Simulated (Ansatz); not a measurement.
**H8N2OSi2: vertical ionisation energy**

An exercise on one series of results from a longer session: the logs are not shown, and one member is left open.

Computed with Ansatz 0.2.0, Gaussian basis. Level: unrestricted cation, the program's frozen cores in correlated methods.

Levels to be run: UKS PBE-D4/def2-TZVPP; UKS r2SCAN-D4/def2-TZVPP; UKS PBE0-D4/def2-TZVPP; UKS B3LYP-D4/def2-TZVPP; UKS wB97X-V/def2-TZVPP; UKS wB97M-V/def2-TZVPP; UKS B2PLYP/def2-TZVPP; UHF-CCSD(T)/def2-TZVPP; UHF-MP2/def2-QZVPP; extrapolation to the limit; then −ε(HOMO) from the neutral's earlier runs with LDA (SPW92), PBE-D4, revPBE-D4, BLYP-D4, r2SCAN-D4, B97M-V, PBE0-D4, B3LYP-D4, r2SCANh-D4, r2SCAN0-D4, HSE06-D4, BHLYP-D4, CAM-B3LYP-D4, LC-ωPBE, ωB97X-V, ωB97M-V.

### The relaxed structure

All runs share one geometry, relaxed beforehand with PBE0-D4 in a triple-zeta def2 set.

SMILES `N[SiH2]O[SiH2]N`, 13 atoms, charge 0, spin multiplicity 1.

Atoms are counted from 1 here; the program's logs count them from 0.

Bond lengths: N1–Si2 1.704 Å, N1–H6 1.007 Å, N1–H7 1.007 Å, Si2–O3 1.635 Å, Si2–H8 1.484 Å, Si2–H9 1.484 Å, O3–Si4 1.635 Å, Si4–N5 1.704 Å, Si4–H10 1.484 Å, Si4–H11 1.484 Å, N5–H12 1.007 Å, N5–H13 1.007 Å. Angles: Si2–N1–H6 121.1°, Si2–N1–H7 121.1°, H6–N1–H7 111.4°, N1–Si2–O3 114.6°, N1–Si2–H8 107.2°, N1–Si2–H9 107.1°, O3–Si2–H8 108.0°, O3–Si2–H9 108.0°, H8–Si2–H9 112.0°, Si2–O3–Si4 152.0°, O3–Si4–N5 114.6°, O3–Si4–H10 108.0°, O3–Si4–H11 108.0°, N5–Si4–H10 107.2°, N5–Si4–H11 107.2°, H10–Si4–H11 112.0°, Si4–N5–H12 121.1°, Si4–N5–H13 121.1° and more.

Set-up of the first run:

The input, in.yaml:

```yaml
crystal:
  periodic: [false, false, false]
  atoms:
    - {symbol: N, position_ang: [0.857079, 2.035970, -1.641435]}
    - {symbol: Si, position_ang: [-0.262627, 0.761396, -1.479156]}
    - {symbol: O, position_ang: [-0.155532, -0.061759, -0.071002]}
    - {symbol: Si, position_ang: [-0.608609, -1.269442, 0.933075]}
    - {symbol: N, position_ang: [0.301422, -1.374817, 2.370211]}
    - {symbol: H, position_ang: [0.737557, 2.899659, -1.138392]}
    - {symbol: H, position_ang: [1.828533, 1.853676, -1.832043]}
    - {symbol: H, position_ang: [-0.006727, -0.191256, -2.588195]}
    - {symbol: H, position_ang: [-1.619125, 1.357891, -1.559724]}
    - {symbol: H, position_ang: [-0.438608, -2.555161, 0.211239]}
    - {symbol: H, position_ang: [-2.020414, -1.033901, 1.325109]}
    - {symbol: H, position_ang: [0.168734, -0.715123, 3.118855]}
    - {symbol: H, position_ang: [1.238717, -1.741933, 2.366358]}
basis:
  gaussian: {orbitals: def2-TZVPP}
total_charge: 1
magnetization: {spin_polarized: true, initial_magnetization: 1}
hamiltonian: {xc: pbe, dispersion: d4}
```

Started as:

```bash
$ ansatz run in.yaml --threads 2 --pin off --events-out ev --progress --plain --max-ram 32768MiB --backend cpu
```

Steps of the session up to this table: Cation, UKS PBE-D4/def2-TZVPP; Cation, UKS r2SCAN-D4/def2-TZVPP; Cation, UKS PBE0-D4/def2-TZVPP; Cation, UKS B3LYP-D4/def2-TZVPP; Cation, UKS wB97X-V/def2-TZVPP; Cation, UKS wB97M-V/def2-TZVPP; Cation, UKS B2PLYP (frozen core)/def2-TZVPP; Cation, UHF-CCSD(T)/def2-TZVPP; Cation, UHF-MP2/def2-QZVPP.

One table of the session follows, with a row left open; its other results are not shown here.

Orbital estimates, from the neutral's runs:

```
  functional  −ε(HOMO) (eV)
 LDA (SPW92)           6.34
      PBE-D4           6.17
   revPBE-D4           6.11
     BLYP-D4           6.04
   r2SCAN-D4           6.48
      B97M-V              ?
     PBE0-D4           7.63
    B3LYP-D4           7.37
  r2SCANh-D4           7.03
  r2SCAN0-D4           7.86
    HSE06-D4           7.22
    BHLYP-D4           9.00
CAM-B3LYP-D4           9.09
     LC-ωPBE          10.54
     ωB97X-V          10.14
     ωB97M-V          10.05
```

**Question.** Estimate the row for B97M-V.

As computed: −ε(HOMO) (eV): 6.62. In the column «−ε(HOMO) (eV)» it lies between r2SCAN-D4 (6.48) and r2SCANh-D4 (7.03).
